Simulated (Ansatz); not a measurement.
**BGe+ (triplet): the correlation ladder at distance Ge1–B2 = 2.974 Å, cc-pVDZ**

Aim: climb from Hartree-Fock through coupled cluster and multireference methods for BGe+ (triplet) at one geometry and basis, and see what each rung misses.

Program: Ansatz 0.2.0, Gaussian basis. Level of theory: cc-pVDZ, core rule «outside noble gas», up to 15 orbitals frozen. These are calculated values, not measurements.

Plan: UHF; CCSD(T) on ROHF; CCSD(T) on UHF; BCCD(T) on ROHF; CISD; CCSDT(Q) on ROHF; CCSDT(Q) on UHF; CASSCF and MRCISD+Q, 4 electrons in 4 orbitals; CASSCF and NEVPT2, 4 electrons in 4 orbitals; CASSCF and MRCISD+Q, 6 electrons in 8 orbitals; CASSCF and NEVPT2, 6 electrons in 8 orbitals; Full CI; Full CI in the symmetry of the determinant.

21 further runs of the same task are left out: 14 that didn't finish, 7 set aside as unsound or not needed.

## (1) The geometry

The geometry derives from a PBE0/def2-TZVP stationary point (not a proven minimum). One bond is set to the value named and the two fragments are kept rigid. No spin-orbit coupling is included. The filled d shell of Ge may be among the frozen orbitals whatever the setting's name suggests; the logs give the count.

2 atoms, charge 1, spin multiplicity 3.

Atoms are counted from 1 here; the program's logs count them from 0.

No contacts short enough for the rule that draws bonds.

## (2) UHF

Input file in.yaml:

```yaml
crystal:
  periodic: [false, false, false]
  atoms:
    - {symbol: Ge, position_ang: [0.000000, 0.000000, 0.000000]}
    - {symbol: B, position_ang: [0.000000, 0.000000, 2.974000]}
basis:
  gaussian: {orbitals: cc-pVDZ}
total_charge: 1
magnetization: {spin_polarized: true, initial_magnetization: 2}
hamiltonian: {xc: hf}
output: {orbitals: {seedname: orbitals}}
```

Launch:

```console
$ ansatz run in.yaml --threads 1 --pin off --events-out ev --progress --plain --max-ram 2393MiB
```

Further steps of the session: CCSD(T) on ROHF; CCSD(T) on UHF; BCCD(T) on ROHF; CISD; CCSDT(Q) on ROHF; CCSDT(Q) on UHF; CASSCF and MRCISD+Q, 4 electrons in 4 orbitals; CASSCF and NEVPT2, 4 electrons in 4 orbitals; CASSCF and MRCISD+Q, 6 electrons in 8 orbitals; CASSCF and NEVPT2, 6 electrons in 8 orbitals; Full CI; Full CI in the symmetry of the determinant.

Q: Predict the results of all the runs planned. Wanted: FCI below the RHF energy; RMP2 from FCI; UMP2 from FCI; RCCSD from FCI; RCCSD(T) from FCI; UCCSD(T) from FCI; RCCSDT(Q) from FCI; UCCSDT(Q) from FCI; NEVPT2 pair from FCI.

As calculated:

```
                         quantity                                                   value
         FCI below the RHF energy                                              -3.4361 eV
                    RMP2 from FCI                                             +1190.2 meV
                    UMP2 from FCI                                             +1189.5 meV
                   RCCSD from FCI                                              +135.9 meV
                RCCSD(T) from FCI                                               +50.5 meV
                UCCSD(T) from FCI                                               +45.1 meV
               RCCSDT(Q) from FCI                                                +0.4 meV
               UCCSDT(Q) from FCI                                                -4.7 meV
             NEVPT2 pair from FCI                                             +1084.6 meV
          NEVPT2 valence from FCI                                              +385.9 meV
        MRCISD+Q valence from FCI                                               -22.1 meV
levels within 1 kcal/mol (43 meV)  RCCSDT, UCCSDT, RCCSDT(Q), UCCSDT(Q), MRCISD+Q valence
                    T1 diagnostic                                                   0.049
   effectively unpaired electrons                                                    2.13
```

RCCSD(T) lands +50.5 meV from the yardstick (1.5 % of the correlation energy). UCCSDT(Q), MRCISD+Q valence fall below full CI: unrestricted runs freeze a spin-polarised core, another one than full CI's, and coupled cluster isn't variational. The occupations are near whole numbers, but T1 = 0.049 shows that the orbitals relax strongly. Of the multireference levels listed MRCISD+Q valence comes nearest in total energy (-22.1 meV), which doesn't show that its space is the better one. These misses are within one basis, not against nature; the frozen cores of restricted and unrestricted runs differ, which can shift their rows.
